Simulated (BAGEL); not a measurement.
**GeH4 (germane): a chain of runs**

Aim: a structure relaxation (CASSCF(8,8)/cc-pVDZ), then the energy (CASPT2(8,8)/cc-pVDZ) of GeH4 (germane). 

The results are computed with BAGEL 1.2.2.

2 further runs of the same task are left out: 1 that didn't finish, 1 set aside as unsound or not needed.

### Step 1. The structure to begin with

GeH4: 5 atoms, total charge 0, spin state singlet. As SMILES, `[GeH4]`. The coordinates come from a PBE0-D4/def2-TZVP relaxation. The run starts from this shape.

Bond lengths: Ge1–H2 1.534 Å, Ge1–H3 1.534 Å, Ge1–H4 1.534 Å, Ge1–H5 1.534 Å. Angles: H2–Ge1–H3 109.5°, H2–Ge1–H4 109.5°, H2–Ge1–H5 109.5°, H3–Ge1–H4 109.5°, H3–Ge1–H5 109.5°, H4–Ge1–H5 109.5°.

### Step 2. A geometry optimisation at CASSCF(8,8)/cc-pVDZ (density fitting with cc-pvtz-jkfit) (run 1)

input.json

```json
{ "bagel" : [

{
  "title" : "molecule",
  "basis" : "cc-pvdz.json",
  "df_basis" : "cc-pvtz-jkfit",
  "geometry" : [
    { "atom" : "Ge", "xyz" : [     0.00018897,     0.00018897,     0.00000000 ] },
    { "atom" : "H", "xyz" : [     2.16959456,    -1.42919987,     1.28614760 ] },
    { "atom" : "H", "xyz" : [    -2.34099272,    -0.05669178,     1.70869036 ] },
    { "atom" : "H", "xyz" : [    -0.62209784,    -1.26441575,    -2.53336684 ] },
    { "atom" : "H", "xyz" : [     0.79330703,     2.75030740,    -0.46128215 ] }
  ]
},

{
  "title" : "hf"
},

{
  "title" : "optimize",
  "opttype" : "energy",
  "internal" : false,
  "maxiter" : 40,
  "method" : [
    {
      "title" : "casscf",
      "nstate" : 1,
      "nact" : 8,
      "nclosed" : 14,
      "maxiter" : 200,
      "natocc" : true
    }
  ]
}

]}
```

The basis set cc-pVDZ is read from a file made from the Basis Set Exchange's data (not shown).

Command:

```sh
$ BAGEL_NUM_THREADS=1 BAGEL input.json > input.out
```

What it wrote:

```text
* using 1 threads per process

  ===============================================================
  ===============================================================

  *** Geometry ***

  { "atom" : "Ge", "xyz" : [      0.000189,      0.000189,      0.000000 ] },
  { "atom" : "H", "xyz" : [      2.169595,     -1.429200,      1.286148 ] },
  { "atom" : "H", "xyz" : [     -2.340993,     -0.056692,      1.708690 ] },
  { "atom" : "H", "xyz" : [     -0.622098,     -1.264416,     -2.533367 ] },
  { "atom" : "H", "xyz" : [      0.793307,      2.750307,     -0.461282 ] },

  Number of auxiliary basis functions:      327

  Since a DF basis is specified, we compute 2- and 3-index integrals:
    o Being stored without compression. Storage requirement is 0.006 GB

  Number of basis functions:       47
  Number of electrons      :       36

    * METHOD: MOLECULE                             0.08

  *** RHF ***

  === Nuclear Repulsion ===
    45.4204242533

      * DIIS with orbital gradients will be used.

  === RHF iteration (cc-pvdz.json) ===
      0      -2077.61679832          0.00856837           0.02
      1      -2077.64131577          0.00255271           0.01
      2      -2077.64327165          0.00045191           0.01
[... 4 lines of this table left out ...]
      7      -2077.64332629          0.00000000           0.01
    * SCF iteration converged.

    * Permanent dipole moment:
           (   -0.000229,    -0.000161,     0.000030) a.u.

    * METHOD: HF                                   0.19

    * Use approximate Hessian for optimization
  ---------------------------
      CASSCF calculation
  ---------------------------

    * nstate   :      1
    * nclosed  :     14
    * nact     :      8
    * nvirt    :     25
  === CASSCF iteration (cc-pvdz.json) ===

    * Using the second-order algorithm

      0  0     -2077.65709339     1.53e-03      0.04

      1  0     -2077.69232563     2.27e-03      0.11
[... 29 lines of this table left out ...]
     16  0     -2077.70167649     4.23e-09      0.10

    * Second-order optimization converged. *

     guess   0:   closed 1111....             open ........

  === FCI iteration ===

      0  0     -2077.64246247     3.97e-03      0.00
      1  0     -2077.69911129     1.09e-03      0.00
      2  0     -2077.70155096     2.57e-04      0.00
[... 9 lines of this table left out ...]
     12  0 *   -2077.70167649     6.59e-11      0.00

     * ci vector, state   0, <S^2> = 0.0000
       2222....     0.9772603302

  * Nuclear energy gradient

    o Atom   0
        x          0.0000195010
        y         -0.0000097608
        z          0.0000141315
    o Atom   1
        x         -0.0067844781
        y          0.0044515721
        z         -0.0040137640
    o Atom   2
        x          0.0073052671
        y          0.0001700600
        z         -0.0053331493
    o Atom   3
        x          0.0019323930
        y          0.0039304100
        z          0.0078978418
    o Atom   4
        x         -0.0024726830
        y         -0.0085422813
        z          0.0014349399
  * Gradient computed with                              0.62

  === Convergence status ===

                         Maximum     Tolerance   Converged?
  * Gradient            0.008542      0.000300           No
  * Displacement        0.008539      0.001200           No
  * Energy change   -2077.701676      0.000001           No

  *** Geometry optimization started ***
     iter         energy               grad rms       time

      1      -2077.70167649          0.00466545        2.40
      2      -2077.70197315          0.00381848        1.86
      3      -2077.70259903          0.00023046        1.92
      4      -2077.70260146          0.00001351        1.81

  *** Geometry ***

  { "atom" : "Ge", "xyz" : [      0.000175,      0.000189,     -0.000003 ] },
  { "atom" : "H", "xyz" : [      2.208685,     -1.454955,      1.309322 ] },
  { "atom" : "H", "xyz" : [     -2.429807,     -0.197419,      1.662813 ] },
  { "atom" : "H", "xyz" : [     -0.523344,     -1.185395,     -2.651256 ] },
  { "atom" : "H", "xyz" : [      0.744737,      2.837771,     -0.320584 ] },

    * METHOD: OPTIMIZE                             8.00

  ===============================================================
```

Wall time 8.4 s (1 thread of Arm Neoverse V1, shared host); peak memory 0.22 GiB.

The path in brief:

```
step  energy from the first frame kept (eV)  largest force (eV/Å)
   0                                 0.0000                0.4655
   1                                -0.0081                0.3808
   2                                -0.0251                0.0233
   3                                -0.0252                0.0015
```

After the run. Bond lengths: Ge1–H2 1.562 Å, Ge1–H3 1.562 Å, Ge1–H4 1.562 Å, Ge1–H5 1.562 Å. Angles: H2–Ge1–H3 109.5°, H2–Ge1–H4 109.5°, H2–Ge1–H5 109.5°, H3–Ge1–H4 109.5°, H3–Ge1–H5 109.5°, H4–Ge1–H5 109.5°.

### Step 3. The energy at CASPT2(8,8)/cc-pVDZ (density fitting with cc-pvtz-jkfit) (run 2)

caspt2.json

```json
{ "bagel": [

{
  "title": "molecule",
  "basis": "cc-pvdz.json",
  "df_basis": "cc-pvtz-jkfit",
  "geometry": [
    { "atom": "Ge", "xyz": [  0.00017574,  0.00018897, -0.00000378 ] },
    { "atom": "H", "xyz": [  2.20868544, -1.45495495,  1.30932131 ] },
    { "atom": "H", "xyz": [ -2.42980607, -0.19741969,  1.66281348 ] },
    { "atom": "H", "xyz": [ -0.52334453, -1.18539496, -2.65125552 ] },
    { "atom": "H", "xyz": [  0.74473729,  2.83777149, -0.32058448 ] }
  ]
},
{ "title": "hf" },
{ "title": "casscf", "nstate": 1, "nact": 8, "nclosed": 14, "maxiter": 200, "natocc": "true" },
{ "title": "print", "file": "orbitals.molden", "orbitals": "true" },
{ "title": "smith", "method": "caspt2", "ms": "true", "xms": "true", "sssr": "true", "shift": 0.2, "ncore": 9 }

]}
```

The basis set cc-pVDZ is read from a file made from the Basis Set Exchange's data (not shown).

Command:

```sh
$ BAGEL_NUM_THREADS=1 BAGEL caspt2.json > caspt2.out
```

What it wrote:

```text
* using 1 threads per process

  ===============================================================
  ===============================================================

  *** Geometry ***

  { "atom" : "Ge", "xyz" : [      0.000176,      0.000189,     -0.000004 ] },
  { "atom" : "H", "xyz" : [      2.208685,     -1.454955,      1.309321 ] },
  { "atom" : "H", "xyz" : [     -2.429806,     -0.197420,      1.662813 ] },
  { "atom" : "H", "xyz" : [     -0.523345,     -1.185395,     -2.651256 ] },
  { "atom" : "H", "xyz" : [      0.744737,      2.837771,     -0.320584 ] },

  Number of auxiliary basis functions:      327

  Since a DF basis is specified, we compute 2- and 3-index integrals:
    o Being stored without compression. Storage requirement is 0.006 GB

  Number of basis functions:       47
  Number of electrons      :       36

    * METHOD: MOLECULE                             0.08

  *** RHF ***

  === Nuclear Repulsion ===
    44.6187057453

      * DIIS with orbital gradients will be used.

  === RHF iteration (cc-pvdz.json) ===
      0      -2077.61624507          0.00845540           0.01
      1      -2077.64041354          0.00249893           0.01
      2      -2077.64232228          0.00046387           0.01
      3      -2077.64237756          0.00005420           0.01
      4      -2077.64237967          0.00000923           0.01
      5      -2077.64237972          0.00000082           0.01
      6      -2077.64237972          0.00000006           0.01
      7      -2077.64237972          0.00000000           0.01
    * SCF iteration converged.

    * Permanent dipole moment:
           (   -0.000095,    -0.000183,     0.000079) a.u.

    * METHOD: HF                                   0.18

  ---------------------------
      CASSCF calculation
  ---------------------------

    * nstate   :      1
    * nclosed  :     14
    * nact     :      8
    * nvirt    :     25
  === CASSCF iteration (cc-pvdz.json) ===

    * Using the second-order algorithm

      0  0     -2077.65731004     1.65e-03      0.03

      1  0     -2077.69331655     2.26e-03      0.10

      2  0     -2077.70163602     4.99e-04      0.10

      3  0     -2077.70246422     4.28e-04      0.10

      4  0     -2077.70258003     2.15e-04      0.10

      5  0     -2077.70259812     9.27e-05      0.10

      6  0     -2077.70260094     3.79e-05      0.10

      7  0     -2077.70260138     1.51e-05      0.10

      8  0     -2077.70260145     5.99e-06      0.10

      9  0     -2077.70260146     2.36e-06      0.11

     10  0     -2077.70260146     9.28e-07      0.10

     11  0     -2077.70260146     3.65e-07      0.10

     12  0     -2077.70260146     1.43e-07      0.11

     13  0     -2077.70260146     5.62e-08      0.10

     14  0     -2077.70260146     2.21e-08      0.10

     15  0     -2077.70260146     8.66e-09      0.09

    * Second-order optimization converged. *

     guess   0:   closed 1111....             open ........

  === FCI iteration ===

      0  0     -2077.64147923     3.97e-03      0.00
      1  0     -2077.69983589     1.12e-03      0.00
      2  0     -2077.70246664     2.64e-04      0.00
      3  0     -2077.70259621     5.46e-05      0.00
      4  0     -2077.70260124     1.04e-05      0.00
      5  0     -2077.70260145     2.69e-06      0.00
      6  0     -2077.70260146     5.94e-07      0.00
      7  0     -2077.70260146     1.26e-07      0.00
      8  0     -2077.70260146     3.58e-08      0.00
      9  0     -2077.70260146     9.48e-09      0.00
     10  0     -2077.70260146     1.80e-09      0.00
     11  0     -2077.70260146     3.97e-10      0.00
     12  0 *   -2077.70260146     6.86e-11      0.00

     * ci vector, state   0, <S^2> = 0.0000
       2222....     0.9757947534
       22.2...2    -0.0570905862

    * METHOD: CASSCF                               1.64

    * METHOD: PRINT                                0.01

  === SMITH program ===

    * freezing 9 orbitals

    * Approximate memory requirement for SMITH calulation per MPI process:
      o Storage requirement for T-amplitude, lambda, and residual is 0.00 GB
      o Storage requirement for MO integrals is 0.00 GB
    * Calculating and saving rdm4f

    * Zeroth order energy : state  0       -4.1150609478

    * CASPT2 iteration is performed using redundant basis

      ---- iteration ----

        0    -0.08175946     0.00600823      0.07
        1    -0.08254943     0.00074001      0.08
        2    -0.08256678     0.00009628      0.07
        3    -0.08256700     0.00001334      0.12
        4    -0.08256700     0.00000190      0.12
        5    -0.08256700     0.00000024      0.12

      -------------------

    * CASPT2 energy : state  0    -2077.7909418031
        w/o shift correction      -2077.7851684619
        reference weight              0.9719432016

    * METHOD: SMITH                                1.62

  ===============================================================
```

Run time: 3.9 s. Hardware: 1 thread of Arm Neoverse V1, shared host; peak memory 0.29 GiB.

### Step 4. Summary of results

```
                                           quantity           value
run 1, CASSCF(8,8)/cc-pVDZ: total energy at the end  -2077.70260 Eh
           run 2, CASPT2(8,8)/cc-pVDZ: total energy  -2077.79094 Eh
```

**Reading.** The optimisation (run 1, CASSCF(8,8)/cc-pVDZ) took 4 steps and changed the energy by -0.025 eV.
